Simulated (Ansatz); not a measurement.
# AlGaHO: the cost of one run

The runs use Ansatz 0.2.0, Gaussian basis; the settings change from run to run.

26 further runs of the same task are left out: 5 for a known fault of the program, 13 that didn't finish, 8 set aside as unsound or not needed. Runs told in other sessions of the task aren't counted.

## Step 1: The geometry

The geometry is a PBE0/def2-TZVP stationary point (not a proven minimum) of the parent state, kept for this charge and spin. No spin-orbit coupling is included. The filled d shell of Ga may be among the frozen orbitals whatever the setting's name suggests.

4 atoms, charge 1, spin multiplicity 3.

Atoms are counted from 1 here; the program's logs count them from 0.

Bond lengths: Al1–Ga2 2.392 Å, Al1–H4 1.590 Å, Ga2–O3 1.833 Å. Angles: Ga2–Al1–H4 122.6°, Al1–Ga2–O3 162.4°.

As a file:

| atom | x (Å) | y (Å) | z (Å) |
| --- | --- | --- | --- |
| Al1 | 0.0000 | -0.2051 | 2.0325 |
| Ga2 | 0.0000 | 0.1118 | -0.3388 |
| O3 | 0.0000 | -0.2049 | -2.1441 |
| H4 | 0.0000 | 1.0082 | 3.0599 |

## Step 2: CCSD/6-31G

Contents of in.yaml:

```yaml
crystal:
  periodic: [false, false, false]
  atoms:
    - {symbol: Al, position_ang: [0.000000, -0.205088, 2.032524]}
    - {symbol: Ga, position_ang: [0.000000, 0.111802, -0.338783]}
    - {symbol: O, position_ang: [0.000000, -0.204871, -2.144071]}
    - {symbol: H, position_ang: [0.000000, 1.008195, 3.059873]}
basis:
  gaussian: {orbitals: 6-31G}
total_charge: 1
magnetization: {spin_polarized: true, initial_magnetization: 2}
hamiltonian: {xc: {name: PBE0}}
correlation: {method: ccsd, electrons: outside_noble_gas}
accuracy: high
```

Launch:

```sh
$ ansatz run in.yaml --threads 1 --pin off --events-out ev --progress --plain --max-ram 2393MiB
```

**Question.** How long does this run take on 1 thread of Arm Neoverse V2, shared host, and how much memory does it need?

About 20 s, with a peak of 0.26 GiB.
